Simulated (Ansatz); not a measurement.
# K2MoCl6: the cost of one run

Computed with Ansatz 0.2.0 (DFT LDA+U (U_eff = 5 eV on Mo d, around-mean-field double counting), plane waves, PAW, unless a step's input says otherwise).

### 1 The structure to begin with

It takes space group Fm-3m (No. 225, cubic). The conventional cell has a = 9.850 Å, b = 9.850 Å, c = 9.850 Å, α = 90.00°, β = 90.00°, γ = 90.00°. K (site symmetry -43m) has 12 Cl at 3.49 Å as nearest neighbours. Mo (site symmetry m-3m) is surrounded by 6 Cl at 2.31 Å. Cl (site symmetry 4mm) is surrounded by 1 Mo at 2.31 Å.

As a file:

```cif
data_structure
_symmetry_space_group_name_H-M 'Fm-3m'
_symmetry_Int_Tables_number 225
_cell_length_a 9.8500
_cell_length_b 9.8500
_cell_length_c 9.8500
_cell_angle_alpha 90.000
_cell_angle_beta 90.000
_cell_angle_gamma 90.000
_cell_volume 955.67
loop_
_atom_site_label
_atom_site_type_symbol
_atom_site_symmetry_multiplicity
_atom_site_Wyckoff_symbol
_atom_site_fract_x
_atom_site_fract_y
_atom_site_fract_z
_atom_site_occupancy
K1 K 8 c 0.25000 0.75000 0.75000 1
Mo1 Mo 4 a 0.00000 0.00000 0.00000 1
Cl1 Cl 24 e 0.23500 0.00000 0.00000 1
```

Magnetic order typed: ferromagnetic.

### 2 From atoms, symmetry kept, no search

input.yaml

```yaml
crystal:
  lattice:
    - [0.0, 4.92499996, 4.92499996]
    - [4.92499996, 0.0, 4.92499996]
    - [4.92499996, 4.92499996, 0.0]
  atoms:
    - { symbol: K, position: [0.25, 0.25, 0.25] }
    - { symbol: K, position: [0.75, 0.75, 0.75] }
    - { symbol: Mo, position: [0.0, 0.0, 0.0], spin: 2.0 }
    - { symbol: Cl, position: [0.765, 0.235, 0.235] }
    - { symbol: Cl, position: [0.235, 0.765, 0.235] }
    - { symbol: Cl, position: [0.235, 0.765, 0.765] }
    - { symbol: Cl, position: [0.765, 0.235, 0.765] }
    - { symbol: Cl, position: [0.235, 0.235, 0.765] }
    - { symbol: Cl, position: [0.765, 0.765, 0.235] }
basis:
  ecutwfc: 420
  ecutrho_ratio: 4
kpoints:
  mp_grid: { grid: [4, 4, 4] }
hamiltonian:
  xc: lda
  hubbard: { sites: [{ site: 2, l: d, u_eff: 5.0 }], double_counting: amf }
scf:
  occupations: { method: gaussian, width: 0.05 }
  lower_state_search: "off"
  max_iter: 150
output:
  forces: true
  stress: true
  eigenvalues: true
  populations: true
  hubbard: { sites: [{ site: 2, l: d }] }
magnetization:
  spin_polarized: true
```

The run is started by

```console
$ ansatz run input.yaml --threads 4 --pin off --max-ram 6144MiB --backend cpu --events-out ev --progress --plain --runs-dir out
```

What time and memory should one allow on 4 threads of Arm Neoverse V2, shared host?

About 4.5 s, with a peak of 0.7 GiB.
